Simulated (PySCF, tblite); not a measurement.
# C5H9NOSi: geometry, infrared bands and NMR shifts

Aim: predict the infrared bands and NMR shifts of C5H9NOSi (`N#C[SiH]1CCOCC1`).

Computed with tblite 0.8.0 and PySCF 2.14.0, with density-fitted response routines of our own, on a single molecule in the gas phase. Atoms are numbered from 0 throughout.

## 1. The starting structure

17 atoms, charge 0, multiplicity 1; geometry from: force field or distance geometry start.

Bonds of the start (Å): N0–C1 1.18, C1–Si2 1.86, Si2–C3 1.90, C3–C4 1.54, C4–O5 1.43, O5–C6 1.44, C6–C7 1.53, C7–Si2 1.90, Si2–H8 1.49, C3–H9 1.10, C3–H10 1.09, C4–H11 1.09, C4–H12 1.10, C6–H13 1.10, C6–H14 1.10, C7–H15 1.09, C7–H16 1.10.

## 2. Geometry optimisation with GFN2-xTB

The job: settings as JSON, then the geometry in Å.

```
{"job": {"kind": "relax", "xc": "GFN2-xTB", "basis": "xTB"}, "charge": 0, "multiplicity": 1}
N      2.382900    -1.991100     1.704800
C      1.876800    -1.465300     0.781600
Si     1.061900    -0.617300    -0.657800
C     -0.768700    -1.110500    -0.795500
C     -1.600500    -0.417500     0.292900
O     -1.492000     1.007400     0.174400
C     -0.238100     1.528200     0.649100
C      0.894800     1.249700    -0.335400
H      1.768400    -0.872200    -1.943600
H     -0.875300    -2.205600    -0.700700
H     -1.126800    -0.816500    -1.779800
H     -1.336200    -0.740900     1.301500
H     -2.660400    -0.664800     0.146300
H     -0.020200     1.127500     1.650300
H     -0.362500     2.617500     0.758200
H      1.832300     1.656800     0.037900
H      0.656700     1.726700    -1.294400
```

The run is started by

```bash
> OMP_NUM_THREADS=1 python probes_run.py task.json out
```

One launch serves the whole session: the jobs run in the order shown.

**Question.** This job is followed by: GFN2-xTB harmonic vibrations, gas phase; GIAO PBE0/pcSseg-1 NMR shielding, non-relativistic, gas phase. Predict these results of the whole session: strongest single infrared mode (GFN2-xTB); zero-point energy (GFN2-xTB); 13C shifts against TMS (PBE0/pcSseg-1, means over atoms taken as alike); 1H shifts against TMS (PBE0/pcSseg-1, means over atoms taken as alike); 15N shifts against NH3 (PBE0/pcSseg-1); 29Si shifts against TMS (PBE0/pcSseg-1); 17O shifts against H2O (PBE0/pcSseg-1).

The runs gave:

```
                                                               quantity                             value
                              strongest single infrared mode (GFN2-xTB)             2266 cm⁻¹, 340 km/mol
                                           zero-point energy (GFN2-xTB)                     82.4 kcal/mol
13C shifts against TMS (PBE0/pcSseg-1, means over atoms taken as alike)             125.8, 70.4, 13.3 ppm
 1H shifts against TMS (PBE0/pcSseg-1, means over atoms taken as alike)  4.62, 4.56, 3.71, 1.17, 0.75 ppm
                                 15N shifts against NH3 (PBE0/pcSseg-1)                         363.8 ppm
                                29Si shifts against TMS (PBE0/pcSseg-1)                         -53.4 ppm
                                 17O shifts against H2O (PBE0/pcSseg-1)                          53.6 ppm
```

In words: Relaxing lowered the energy by 0.175 eV in 40 steps; the close pair that moved most is N0–C1, from 1.177 to 1.146 Å. All 45 modes are real, so the xTB geometry is a minimum. The strongest single mode, at 2266 cm⁻¹, moves mainly H8. GFN2-xTB is a fitted tight-binding method: band positions and strengths are rough. Its intensities can rank the bands wrongly. The most deshielded carbon is C1 (nitrile carbon), at 125.8 ppm: C≡N carbons fall here, among the sp2 signals but without a proton. At PBE0/pcSseg-1: Shielding is most anisotropic at N0 (span 600 ppm, paramagnetic term -434 ppm).
